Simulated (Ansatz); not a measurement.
HfB in Ansatz: the effect of functional

Crystal: HfB.

```xyz
2
Lattice="0.0000 2.3404 2.3404 2.3404 0.0000 2.3404 2.3404 2.3404 0.0000" Properties=species:S:1:pos:R:3 pbc="T T T"
Hf    2.3404    2.3404    2.3404
B     0.0000    0.0000    0.0000
```

The cell isn't the ideal one: volume scaled by 1.04.

Alike in all runs:

```yaml
Program: Ansatz 0.2.0
Task: single point
Potentials_or_basis: Ansatz PAW
k_mesh: 10 × 10 × 10
Occupations: fermi-dirac, width 0.05 eV
Spin: no spin polarisation
```

| functional | cutoff | pressure (GPa) |
| --- | --- | --- |
| LDA | 420 eV (not typed: the program's choice for these potentials) | 8.7 |
| PBEsol | 420 eV (not typed: the program's choice for these potentials) | ? |
| r2SCAN | 500 eV (not typed: the program's choice for these potentials) | 18.8 |

Task: What does the run with functional PBEsol give?

Result: Pressure 13.6 GPa.

Caveats: the PAW data sets come from PBE, with cores solved anew for the run's functional, which leaves a small shift of forces and pressure.

Runs at the PBE level aren't shown here.
